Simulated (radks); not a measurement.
# Pm²²⁺ in [Ar] 3d10 4p6 4d3 4f2: an all-electron calculation

One table from this session's results is given with a row withheld; the runs are named, their logs left out.

Program: radks (a radial shooting solver on a logarithmic mesh, Libxc functionals) version 1. Level of theory: Dirac Kohn-Sham, PW91, spin-unpolarised, spherical densities, finite nucleus; open shells fill j = l - 1/2 first. These are calculated values, not measurements, unless marked.

### Starting point

| Item | Value |
| --- | --- |
| element | promethium (Z = 61) |
| charge | +22 |
| electrons | 39 |
| configuration | [Ar] 3d10 4p6 4d3 4f2 |
| nuclear rms radius | 4.962 fm |

Set-up of the first run:

Input:

```text
Z 61
configuration [Ar] 3d10 4p6 4d3 4f2
relativity Dirac
functional pw91,pw91
spin unpolarised
j_filling energy
nucleus finite rms 4.962 fm
c 137.035999084
```

Started as:

```sh
$ python run_ks.py task.json out
```

The same process makes all the runs of this session.

One table of the session follows, with a row left open; its other results are not shown here.

It belongs to the step «Orbitals and density». From the orbitals of this run (lengths in bohr):

```
level      <r>  outermost maximum (interpolated)  90 % within  nodes
1s1/2  0.02318                            0.0148       0.0419      0
2s1/2  0.09838                            0.0839        0.153      1
2p1/2  0.08237                            0.0637        0.136      0
2p3/2  0.08887                            0.0692        0.144      0
3s1/2   0.2585                             0.238        0.379      2
3p1/2   0.2479                             0.225        0.372      1
3p3/2   0.2602                             0.236        0.389      1
3d3/2   0.2312                             0.188        0.361      0
3d5/2   0.2350                             0.192        0.366      0
4p1/2        ?                                 ?            ?      ?
4p3/2   0.5791                             0.556        0.829      2
4d3/2   0.5847                             0.552        0.855      1
4d5/2   0.5907                             0.558        0.863      1
4f5/2   0.5809                             0.497        0.873      0
4f7/2   0.5831                             0.499        0.875      0
```

**Question.** Estimate the row for 4p1/2.

As computed: <r>: 0.5587; outermost maximum (interpolated): 0.535; 90 % within: 0.801; nodes: 2. In the column «<r>» it lies between 3p3/2 (0.2602) and 4p3/2 (0.5791).
